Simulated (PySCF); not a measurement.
# [ErH2]+: other functionals and bases at one geometry

One table from this session's results is given with a row withheld; the runs are named, their logs left out.

Computed with PySCF 2.14.0. Level: several levels, as the steps say, no spin–orbit coupling.

1 further run of the same task is left out (for a known fault of the program).

## The system as given

3 atoms, charge 1, spin multiplicity 1.

Bond lengths: Er1–H2 1.888 Å, Er1–H3 1.888 Å. Angles: H2–Er1–H3 104.4°.

Coordinates:

```xyz
3
charge 1, multiplicity 1
Er    0.0000    0.0000   -0.1931
H     1.4921    0.0000    0.9640
H    -1.4921    0.0000    0.9640
```

Formal oxidation states: Er +3. Each metal's 11 4f electrons lie in its core potential, so multiplicities, spins and levels count the valence alone. An earlier session relaxed this geometry at PBE0, Er lcecp-1-SVP with ECP57, H def2-SVP (singlet, point group C2v).

At PBE0 on the finer grid: E = -39.101046 Eh, HOMO -12.87 eV, LUMO -7.94 eV, Mulliken charge on Er1 +1.19 e, largest force component 0.002 eV/Å. 

Levels to run: r2SCAN; M06-L; PBE0, TZVP. Hardware: 2 threads of Intel Xeon Platinum 8375C at 2.90GHz (Ice Lake), shared host.

Set-up of the first run:

Contents of run.py (the lines that set the calculation):

```python
mol = gto.M(atom='''
Er     0.00000     0.00000    -0.19307
H      1.49211     0.00000     0.96403
H     -1.49211     0.00000     0.96403''',
    basis={'Er': 'lcecp-1-SVP', 'H': 'def2-SVP'},
    ecp={'Er': 'lcecp-1-SVP'},
    charge=1, spin=0)
mf = dft.RKS(mol, xc='R2SCAN')
mf.grids.atom_grid = (75, 302)  # f atoms: unpruned, at least (60, 302)
mf = mf.density_fit()  # fitting sets: Er AutoAux, H def2-universal-JKFIT
mf.conv_tol = 1e-08; mf.max_cycle = 55
mf.kernel(dm0)  # dm0: the density of the relaxed state
```

Command:

```bash
OMP_NUM_THREADS=2 python run.py
```

Among the steps run: r2SCAN; M06-L; PBE0, TZVP.

One table of the session follows, with a row left open; its other results are not shown here.

| level | HOMO (eV) | gap (eV) | charge on Er1 (e) | dipole (D) | largest force component (eV/Å) |
| --- | --- | --- | --- | --- | --- |
| PBE0 (relaxed here) | -12.87 | 4.94 | 1.19 | 4.34 | 0.00 |
| r2SCAN | ? | ? | ? | ? | ? |
| M06-L | -11.81 | 4.07 | 1.37 | 4.46 | 0.05 |
| PBE0, TZVP | -12.87 | 4.95 | 1.26 | 4.42 | 0.07 |

Q: Estimate the row for r2SCAN from the others.

**Answer.** HOMO (eV): -11.90; gap (eV): 3.75; charge on Er1 (e): 1.22; dipole (D): 4.34; largest force component (eV/Å): 0.05. In the column «HOMO (eV)» it lies between PBE0, TZVP (-12.87) and M06-L (-11.81).

The dipole of a charged species depends on the origin, so these sizes hold for this origin alone.

In one basis the HOMO–LUMO gap runs from 3.75 eV (r2SCAN) to 4.94 eV (PBE0). The largest leftover force, 0.07 eV/Å with PBE0, TZVP, stands at a geometry relaxed at another level. With 4f in the core, its levels are missing from HOMO and gap, and its count is fixed, so no charge can pass from the ligands into it. Total energies of different levels can't be compared.
